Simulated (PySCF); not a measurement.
**[Ir4]−: forces at shaken geometries**

Aim: move all atoms of relaxed [Ir4]− at random and read energies and forces. It is a constructed species; whether it can be made isn't addressed.

Method: TPSS, Ir def2-SVP with ECP60; scalar-relativistic core potentials, no spin–orbit coupling; program: PySCF 2.14.0.

4 further runs of the same task are left out: 2 for a known fault of the program, 1 that didn't finish, 1 set aside as unsound or not needed.

## Step 1: The system as given

4 atoms, charge -1, spin multiplicity 2.

Bond lengths: Ir1–Ir3 2.423 Å, Ir1–Ir4 2.423 Å, Ir2–Ir3 2.423 Å, Ir2–Ir4 2.423 Å. Angles: Ir3–Ir1–Ir4 72.0°, Ir3–Ir2–Ir4 72.0°, Ir1–Ir3–Ir2 67.7°, Ir1–Ir4–Ir2 67.7°.

As a file:

```xyz
4
Ir4
Ir    0.7178    0.9515    0.9525
Ir    0.7041   -0.9552   -0.9591
Ir   -0.7133    1.0097   -1.0019
Ir   -0.7086   -1.0060    1.0084
```

An earlier session relaxed this geometry at TPSS, Ir def2-SVP with ECP60 (doublet, point group C2v).

Its energy there is -417.342159 Eh.

## Step 2: Atoms moved at random, σ = 0.03 Å

The input, run.py (the lines that set the calculation):

```python
mol = gto.M(atom='''
Ir     0.70536     0.96792     0.95281
Ir     0.72421    -0.97497    -0.98163
Ir    -0.70020     0.99783    -0.99726
Ir    -0.72937    -0.99078     1.02608''',
    basis={'Ir': 'def2-SVP'},
    ecp={'Ir': 'def2-SVP'},
    charge=-1, spin=1)
mf = dft.UKS(mol, xc='TPSS')
mf.grids.atom_grid = (50, 194)
mf = mf.density_fit()  # fitting sets: Ir def2-universal-JKFIT
mf.conv_tol = 1e-08; mf.max_cycle = 55
mf.kernel(dm0)  # dm0: the density of the relaxed state
```

Launch:

```bash
> OMP_NUM_THREADS=4 python run.py
```

## Step 3: Atoms moved at random, σ = 0.1 Å

The input, run.py (the lines that set the calculation):

```python
mol = gto.M(atom='''
Ir     0.59205     0.80989     0.97285
Ir     0.64585    -0.96172    -1.00525
Ir    -0.72426     1.11596    -0.87995
Ir    -0.51364    -0.96413     0.91235''',
    basis={'Ir': 'def2-SVP'},
    ecp={'Ir': 'def2-SVP'},
    charge=-1, spin=1)
mf = dft.UKS(mol, xc='TPSS')
mf.grids.atom_grid = (50, 194)
mf = mf.density_fit()  # fitting sets: Ir def2-universal-JKFIT
mf.conv_tol = 1e-08; mf.max_cycle = 55
mf.kernel(dm0)  # dm0: the density of the relaxed state
```

## Step 4: Atoms moved at random, σ = 0.1 Å

The input, run.py (the lines that set the calculation):

```python
mol = gto.M(atom='''
Ir     0.67839     0.94490     0.93131
Ir     0.54994    -0.96059    -0.97905
Ir    -0.52714     1.01381    -0.98881
Ir    -0.70119    -0.99812     1.03655''',
    basis={'Ir': 'def2-SVP'},
    ecp={'Ir': 'def2-SVP'},
    charge=-1, spin=1)
mf = dft.UKS(mol, xc='TPSS')
mf.grids.atom_grid = (50, 194)
mf = mf.density_fit()  # fitting sets: Ir def2-universal-JKFIT
mf.conv_tol = 1e-08; mf.max_cycle = 55
mf.kernel(dm0)  # dm0: the density of the relaxed state
```

Before running it: what results should come out? Wanted: for each run, σ; energy rise; harmonic estimate −½ F·u; largest force component.

As calculated:

| σ (Å) | energy rise (eV) | harmonic estimate −½ F·u (eV) | largest force component (eV/Å) |
| --- | --- | --- | --- |
| 0.03 | 0.109 | 0.024 | 0.60 |
| 0.1 | 1.801 | 2.051 | 8.49 |
| 0.1 | 0.572 | 0.507 | 3.17 |

Every displacement raises the energy. For a harmonic well the rise equals −½ F·u; the two differ by at most 78 % here (a move with σ = 0.03 Å), from anharmonicity, the grid and the small forces left at the relaxed point. These are double-zeta-type bases without diffuse functions. Spin–orbit coupling is left out for this open shell, where it can reorder the states. Open shells may have lower solutions than the one found.
